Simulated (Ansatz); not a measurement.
Geometry optimisation, DFT PBE-D3(BJ), scalar-relativistic, plane waves, PAW (Ansatz).

Input:

```yaml
crystal:
  lattice:
    - [5.651197, 0.0, 0.0]
    - [0.0, 7.992, 0.0]
    - [0.0, 0.0, 17.238398]
  atoms:
    - { symbol: Ba, position: [0.0, 0.0, 0.05801003] }
    - { symbol: Ti, position: [0.50000003, 0.25, 0.05801003] }
    - { symbol: O, position: [0.75000005, 0.25, 0.13996656] }
    - { symbol: O, position: [0.25000002, 0.25, 0.13996656] }
    - { symbol: O, position: [0.50000003, 0.0, 0.05801003] }
    - { symbol: Ba, position: [0.50000003, 0.0, 0.2219231] }
    - { symbol: Ti, position: [0.0, 0.25, 0.2219231] }
    - { symbol: O, position: [0.25000002, 0.25, 0.30387963] }
    - { symbol: O, position: [0.75000005, 0.25, 0.30387963] }
    - { symbol: O, position: [0.0, 0.0, 0.2219231] }
    - { symbol: Ba, position: [0.0, 0.5, 0.05801003] }
    - { symbol: Ti, position: [0.50000003, 0.75, 0.05801003] }
    - { symbol: O, position: [0.75000005, 0.75, 0.13996656] }
    - { symbol: O, position: [0.25000002, 0.75, 0.13996656] }
    - { symbol: O, position: [0.50000003, 0.5, 0.05801003] }
    - { symbol: Ba, position: [0.50000003, 0.5, 0.2219231] }
    - { symbol: Ti, position: [0.0, 0.75, 0.2219231] }
    - { symbol: O, position: [0.25000002, 0.75, 0.30387963] }
    - { symbol: O, position: [0.75000005, 0.75, 0.30387963] }
    - { symbol: O, position: [0.0, 0.5, 0.2219231] }
    - { symbol: F, position: [0.75000005, 0.0, 0.36072946] }
    - { symbol: H, position: [0.4166667, 0.08333333, 0.36072946] }
basis:
  ecutwfc: 420.0
kpoints:
  mp_grid: { grid: [3, 2, 1] }
hamiltonian:
  xc: pbe
  dispersion: d3bj
  pseudopotentials: { kind: paw, azcp: { folder: soft_1 } }
scf:
  occupations: { method: gaussian, width: 0.02 }
  lower_state_search: "off"
relax:
  f_tol: 0.03
  max_steps: 60
  adjacent_minimum: "off"
  constraints: [{ sites: [0, 1, 4, 10, 11, 14] }]
```

Run as:

```bash
$ ansatz run input.yaml --threads 4 --pin off --max-ram 10240MiB --backend cpu --events-out ev --progress --plain --runs-dir out
```

**Question.** Where does it end, and by what steps?

**Answer.** It converged. The force dipped under the threshold on the way, but the program's further checks kept it going. Limits of this set-up: coarse k mesh, thin slab, slab without dipole correction, a typed lattice constant that wasn't relaxed here. After 34 steps the energy has fallen by 14.934 eV; F21 moved furthest, 3.72 Å. Parted: Ti2–Ba6 (3.46 → 5.36 Å), O3–Ba6 (2.83 → 4.86 Å), O4–Ba6 (2.83 → 4.64 Å), O5–Ba6 (2.83 → 4.95 Å), Ba6–Ti12 (3.46 → 5.31 Å), Ba6–O13 (2.83 → 4.78 Å). Joined: O8–H22 (1.90 → 1.04 Å).

```tsv
step	energy less start (eV)	largest force component (eV/Å)	accepted
0	0.0000	6.668	yes
2	-9.4689	2.650	yes
4	-11.9974	4.968	yes
6	-13.0802	0.709	yes
8	-13.5237	0.703	yes
10	-13.8990	0.594	yes
12	-14.2045	0.546	yes
14	-14.3909	0.258	yes
16	-14.5031	0.266	yes
18	-14.6463	0.224	yes
20	-14.7981	0.241	yes
22	-14.8607	0.181	yes
24	-14.9057	0.125	yes
26	-14.9264	0.201	yes
28	-14.9285	0.151	yes
30	-14.9324	0.040	yes
32	-14.9333	0.020	yes
34	-14.9337	0.026	yes
```

```xyz
22
Lattice="5.6512 0.0000 0.0000 0.0000 7.9920 0.0000 0.0000 0.0000 17.2384" Properties=species:S:1:pos:R:3
Ba 0.000 0.000 1.000
Ti 2.826 1.998 1.000
O 4.341 2.000 1.877
O 1.406 2.020 1.991
O 2.826 0.000 1.000
Ba 2.649 -0.069 5.942
Ti -0.246 1.938 3.912
O 1.037 2.071 5.259
O 3.957 1.888 4.817
O -0.051 0.042 3.428
Ba 0.000 3.996 1.000
Ti 2.826 5.994 1.000
O 4.322 5.990 1.899
O 1.377 5.971 1.962
O 2.826 3.996 1.000
Ba 2.613 4.038 4.294
Ti -0.153 6.095 3.960
O 1.195 6.014 5.065
O 4.084 6.023 4.968
O -0.130 3.950 3.439
F 0.829 0.897 7.406
H 0.785 1.736 6.214
```

Whether the end is a true minimum wasn't checked by a vibrational analysis.

Time of the run: 6.5 min on 4 threads of Arm Neoverse V1 (shared host), peak memory 1.8 GiB.
